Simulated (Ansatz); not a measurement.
Run this with Ansatz 0.2.0 through its Python package and show what comes out.

The script, `prototypes.py`:
```python
"""Relaxed energies of Br in several structure types."""

import csv

import ansatz
import numpy as np

MAX_ITERATIONS = 200
FUNCTIONAL = "r2scan"
CUTOFF = 550
K_SPACING = 0.26
FILLING = "fermi_dirac"
WIDTH_EV = 0.05


def fcc(A, a):
    return (
        ansatz.Lattice.fcc(a)
        .space_group(225)
        .atom(A, (0, 0, 0))
        .primitive()
    )


def diamond(A, a):
    return (
        ansatz.Lattice.fcc(a)
        .space_group(227, origin_choice=1)
        .atom(A, (0, 0, 0))
        .primitive()
    )


def sc(A, a):
    return (
        ansatz.Lattice.cubic(a)
        .space_group(221)
        .atom(A, (0, 0, 0))
    )


def bcc(a_site, a):
    return ansatz.Crystal.bcc(a_site, a=a)


def hcp(A, a):
    return (
        ansatz.Lattice.from_parameters(a, a, 1.633 * a, alpha=90, beta=90, gamma=120)
        .space_group(194)
        .atom(A, (1 / 3, 2 / 3, 0.25))
    )


def solve(name, crystal, relax=True):
    calc = (
        crystal.calculation()
        .scf(max_iterations=MAX_ITERATIONS)
        .functional(FUNCTIONAL)
        .eigensolver("davidson")
        .basis(CUTOFF)
        .kpoints(spacing=K_SPACING)
        .occupations(FILLING, width=WIDTH_EV)
        .stress()
        .band_table()
    )
    if relax:
        calc = calc.relax(force_tolerance=0.03, max_steps=40, cell=True)
    return calc.run(threads=1, backend="cpu")

def bulk_modulus(name, outcome, step=0.01):
    # B = -V dP/dV from the pressures of two uniformly scaled cells, atoms held at their fractions
    pressure = []
    for factor in (1 - step, 1.0, 1 + step):
        cell = ansatz.Crystal(lattice=ansatz.Lattice.of(outcome.lattice.cell_ang * factor ** (1 / 3)))
        for site in outcome.report["lattice"]["sites"]:
            cell = cell.atom(site["symbol"], site["position_frac"])
        pressure.append(np.trace(solve(name, cell, relax=False).report["stress_gpa"]) / 3)
    slope, bend = (pressure[0] - pressure[2]) / (2 * step), abs(pressure[0] + pressure[2] - 2 * pressure[1])
    # a jump of mesh or basis between the cells shows as a kink: no modulus then
    return float(slope) if bend < 12 * step**2 * abs(slope) + 0.15 and abs(pressure[1]) < 1.5 else float("nan")


def gap_ev(outcome):
    # nan where the run reports no band edges: a metal, overlapping bands, or a gap that is small against the smearing
    edges = outcome.report.get("band_edges_ev")
    return edges[1] - edges[0] if edges else float("nan")


def pressure_gpa(outcome):
    return float(np.trace(outcome.report["stress_gpa"]) / 3)


def volume_per_atom(outcome):
    return abs(np.linalg.det(outcome.lattice.cell_ang)) / len(outcome.lattice.sites)

# starting lattice constants are rough guesses; the relaxation finds the rest
phases = {}
phases["fcc"] = fcc("Br", 4.71)
phases["diamond"] = diamond("Br", 6.48)
phases["sc"] = sc("Br", 3.06)
phases["bcc"] = bcc("Br", 3.74)
phases["hcp"] = hcp("Br", 3.33)

done = {name: solve(name, crystal) for name, crystal in phases.items()}

energy = {name: o.report["energy_sigma0_ev"] / len(o.lattice.sites) for name, o in done.items()}
lowest = min(energy.values())
rows = [(name, len(o.lattice.sites), 1000 * (energy[name] - lowest), gap_ev(o), pressure_gpa(o), volume_per_atom(o), bulk_modulus(name, o)) for name, o in done.items()]
rows.sort(key=lambda row: row[2])
with open("prototypes.csv", "w", newline="") as handle:
    writer = csv.writer(handle)
    writer.writerow(["phase", "atoms", "dE (meV/atom)", "gap (eV)", "P (GPa)", "V (A^3/atom)", "B (GPa)"])
    writer.writerows([round(v, 4) if isinstance(v, float) else v for v in row] for row in rows)
print(open("prototypes.csv").read())
print("lowest in energy:", rows[0][0])
```

Running `python prototypes.py` prints:
```text
phase,atoms,dE (meV/atom),gap (eV),P (GPa),V (A^3/atom),B (GPa)
hcp,2,0.0,nan,0.001,29.9327,31.617
sc,1,41.9842,nan,0.0032,29.2308,32.9458
bcc,1,192.6183,nan,-0.0003,26.3464,33.164
fcc,1,221.2633,nan,-0.0407,26.045,32.5516
diamond,2,308.3817,nan,-0.0138,42.2828,16.6132

lowest in energy: hcp
```

By space group at the end of each run: P6_3/mmc (+0 meV an atom, 29.9 Å³), Pm-3m (+42 meV an atom, 29.2 Å³), Im-3m (+193 meV an atom, 26.3 Å³), Fm-3m (+221 meV an atom, 26.0 Å³) and Fd-3m (+308 meV an atom, 42.3 Å³).

Caveats:
- These settings explore the input space; cutoff and mesh may be short of convergence.
- For the metals among these phases the mesh is modest: differences between phases can be off by up to 40 meV an atom.
- Pressure is positive in compression.
- Gaps and levels are Kohn-Sham values on a finite set of k-points, without spin-orbit coupling.
- The cells are built on prototypes, so most aren't the phase found in nature. Rows bear the name of their start, and a relaxation keeps or raises the symmetry. Differences under about 40 meV an atom lie within the error of mesh and functional.
- Timing: 2.9 min on 1 thread of Arm Neoverse V1, on a shared host, peak memory 0.7 GiB.

(Lines on the test bed's own set-up are left out of the output.)
